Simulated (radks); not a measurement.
**Taking charge from the 6s level of Er in fractions**

The task here is to estimate one member of a computed series from the others.

Method: scalar-relativistic Kohn-Sham, BLYP, spin-polarised, spherical densities, finite nucleus; open shells are filled with parallel spins first. Code: radks (a radial shooting solver on a logarithmic mesh, Libxc functionals) version 1.

### The system

* element: erbium (Z = 68)
* charge: 0
* electrons: 68
* configuration: [Xe] 4f12 6s(up 1, down 1)
* nuclear rms radius: 5.2516 fm

A shell typed twice in an input gives spin up, then spin down.

The first run:

The run's settings:

```text
Z 68
configuration [Xe] 4f12 6s1 6s1
relativity scalar-relativistic
functional b88,lyp
spin polarised
nucleus finite rms 5.2516 fm
c 137.035999084
```

Launch:

```bash
> python run_ks.py task.json out
```

All runs below come from this command, one after another.

Steps of the session up to this table: Start: [Xe] 4f12 6s(up 1, down 1).

One table of the session follows, with a row left open; its other results are not shown here.

It belongs to the step «Start: [Xe] 4f12 6s(up 1, down 1)». Sizes of the orbitals, from the radial functions (bohr):

| level | <r> | outermost maximum (interpolated) | 90 % within | nodes |
| --- | --- | --- | --- | --- |
| 5s up | 1.251 | 1.11 | 1.81 | 4 |
| 5s down | 1.256 | 1.11 | 1.82 | 4 |
| 5p up | 1.495 | 1.27 | 2.21 | 3 |
| 5p down | 1.505 | 1.28 | 2.23 | 3 |
| 6s up | 3.985 | 3.30 | 5.97 | 5 |
| 6s down | 4.011 | 3.33 | 6.00 | 5 |
| 4f up | 0.8237 | 0.508 | 1.44 | 0 |
| 4f down | ? | ? | ? | ? |

Q: Estimate the row for 4f down from the others.

The run gave: <r>: 0.8487; outermost maximum (interpolated): 0.509; 90 % within: 1.50; nodes: 0. In the column «<r>» it lies between 4f up (0.8237) and 5s up (1.251).
